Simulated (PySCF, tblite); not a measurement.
# C₅H₉GaGe: geometry, infrared bands and NMR shifts

Wanted: the infrared bands and NMR shifts of C₅H₉GaGe (`C#[C][GaH][CH]1[CH2][GeH2][CH2]1`), by calculation.

Computed with tblite 0.8.0 and PySCF 2.14.0, with density-fitted response routines of our own, on a single molecule in the gas phase. Atoms count from 0, in the outputs and in this text.

**1. The starting structure**

16 atoms, charge 0, multiplicity 1; geometry from: force field or distance geometry start.

Bonds of the start (Å): C0–C1 1.23, C1–Ga2 2.17, Ga2–C3 2.05, C3–C4 1.51, C4–Ge5 1.94, Ge5–C6 1.93, C6–C3 1.49, C0–H7 1.06, Ga2–H8 1.57, C3–H9 1.11, C4–H10 1.10, C4–H11 1.09, Ge5–H12 1.51, Ge5–H13 1.53, C6–H14 1.10, C6–H15 1.09.

**2. Geometry optimisation with GFN2-xTB**

What the job is given:

```
{"job": {"kind": "relax", "xc": "GFN2-xTB", "basis": "xTB"}, "charge": 0, "multiplicity": 1}
C      4.073300     1.127900     0.689500
C      3.137900     0.485300     0.218800
Ga     1.479600    -0.677500    -0.567500
C     -0.141800    -0.117900     0.559400
C     -0.947100     0.791200    -0.336300
Ge    -2.565900     0.164300     0.534100
C     -1.178600    -1.181100     0.450900
H      4.878800     1.700900     1.080700
H      1.759100    -2.221400    -0.503700
H     -0.095000     0.311500     1.585200
H     -0.821200     0.477200    -1.380900
H     -0.799000     1.848800    -0.133800
H     -3.790100    -0.039900    -0.330300
H     -2.740800     0.872100     1.879400
H     -1.108600    -1.875100     1.306700
H     -1.148200    -1.657400    -0.528700
```

Launch:

```sh
$ OMP_NUM_THREADS=1 python probes_run.py task.json out
```

One launch serves the whole session: the jobs run in the order shown.

**Question.** This job is followed by: GFN2-xTB harmonic vibrations, gas phase; GIAO PBE0/pcSseg-1 NMR shielding, non-relativistic, gas phase. What will the session give for the following? strongest single infrared mode (GFN2-xTB); zero-point energy (GFN2-xTB); 13C shifts against TMS (PBE0/pcSseg-1, means over atoms taken as alike); 1H shifts against TMS (PBE0/pcSseg-1, means over atoms taken as alike); 73Ge shifts against GeMe4 (PBE0/pcSseg-1); shieldings of Ga (PBE0/pcSseg-1).

The runs gave:

| quantity | value |
| --- | --- |
| strongest single infrared mode (GFN2-xTB) | 1795 cm⁻¹, 603 km/mol |
| zero-point energy (GFN2-xTB) | 66.0 kcal/mol |
| 13C shifts against TMS (PBE0/pcSseg-1, means over atoms taken as alike) | 107.3, 100.3, 35.0, 25.6 ppm |
| 1H shifts against TMS (PBE0/pcSseg-1, means over atoms taken as alike) | 6.08, 5.69, 5.24, 2.91, 2.32, 2.31, 1.80 ppm |
| 73Ge shifts against GeMe4 (PBE0/pcSseg-1) | -55 ppm |
| shieldings of Ga (PBE0/pcSseg-1) | Ga2 1281.4 ppm |

In words: The optimisation took 122 steps and gained 1.500 eV; among the close pairs (by a distance rule), C1–Ga2 changed most, from 2.173 to 1.974 Å. No mode is imaginary among the 42: a minimum at this level. The strongest single mode, at 1795 cm⁻¹, moves mainly H12. GFN2-xTB is a fitted tight-binding method: band positions and strengths are rough. Its intensities can rank the bands wrongly. At PBE0/pcSseg-1: The largest span, 358 ppm, is at Ge5, where the paramagnetic term is -1370 ppm. Spin-orbit coupling is left out, which matters for shieldings and couplings at and beside the heavy atoms.
